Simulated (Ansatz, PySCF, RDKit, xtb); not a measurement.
**AlGeSiH2: a search for the lowest isomer**

Given the formula AlGeSiH2 (odd number of electrons) and nothing else, which arrangement of the atoms is the most stable in the gas at 298.15 K, and what are its properties?

The funnel: GFN2-xTB relaxations, single points with a density functional, relaxations at r2SCAN-D4/def2-SVP, harmonic vibrations, and a last energy at a higher level. All values are calculated.

6 further runs of the same task are left out: 6 set aside as unsound or not needed.

## (1) Possible bonding patterns

All bonding patterns within simple valence rules are listed by program: one Lewis structure each, at most two rings and one unusual centre or charged pair. O–O, O–halogen and N–halogen bonds and N–N–N chains are not drawn. That gives 16 candidates.

c092 [Al][Si]=[GeH2]; c153 [Al]1[Si][GeH2]1; c161 [AlH2][Ge]#[Si]; c196 [Al][Ge]=[SiH2]; c220 [AlH]1[Si]=[GeH]1; c255 [Al]1[SiH2][Ge]1; c290 [Al][SiH]=[GeH]; c443 [Al]1[SiH]=[GeH]1; c476 [AlH][Ge]#[SiH]; c655 [AlH][SiH]=[Ge]; c659 [AlH2-]1[Si+]=[Ge]1; c728 [AlH][Si]#[GeH]; c741 [AlH][GeH]=[Si]; c816 [AlH2][Si]#[Ge]; c932 [AlH]1[SiH]=[Ge]1; c984 [Al][GeH]=[SiH].

Candidates are built by distance geometry, with a force field where one applies, in up to four conformers (letters a to d). 6 starts with atoms placed at random are added, to find patterns that the rules miss.

Q: Predict the outcome of this search (final energies at CCSD(T)/def2-SVP).

| quantity | value |
| --- | --- |
| lowest structure found | [AlH]1[SiH]=[Ge]1, doublet, Cs |
| next finalist | [AlH2]1[Si][Ge]1 ‡, doublet, 5.9 kcal/mol higher in G |
| share at equilibrium, among the finalists | 100.0 % |
| harmonic wavenumbers, lowest and highest (r2SCAN-D4/def2-SVP) | 254 and 2152 cm⁻¹ |
| rotational constants, same geometry | 0.1934, 0.1212, 0.0745 cm⁻¹ |
| dipole moment (PBE0/def2-TZVPD) | 0.62 D |
| HOMO energy (highest over α and β) (PBE0/def2-TZVPD) | -5.75 eV |
| LUMO energy (lowest over α and β) (PBE0/def2-TZVPD) | -3.25 eV |
| lowest excitation (TD-B3LYP/def2-SVPD) | 1.24 eV (f = 0.001) |
| vertical ionisation energy (to the singlet cation) | 7.61 eV |
| vertical electron affinity | 1.65 eV |
| vertical quartet less doublet | +2.19 eV |

The lowest structure found is `[AlH]1[SiH]=[Ge]1`. The margin of 5.9 kcal/mol over the next finalist is beyond the usual error of the last level; it says nothing of structures that weren't ranked. r2SCAN-D4/def2-SVP, r2SCAN-D4/def2-SVP, relaxed, HF/def2-SVP and MP2/def2-SVP already put its bonding pattern lowest among the structures in one piece. The stability test raises a flag; for an open shell a flag towards a general spinor solution can be the free rotation of the spin. The search is not exhaustive (a finite list of starts, one conformer a finalist), so a lower isomer can't be ruled out.

‡ marks the bonded skeleton alone, with all bonds drawn single: no Lewis structure was assigned that passes a check against the bond lengths.
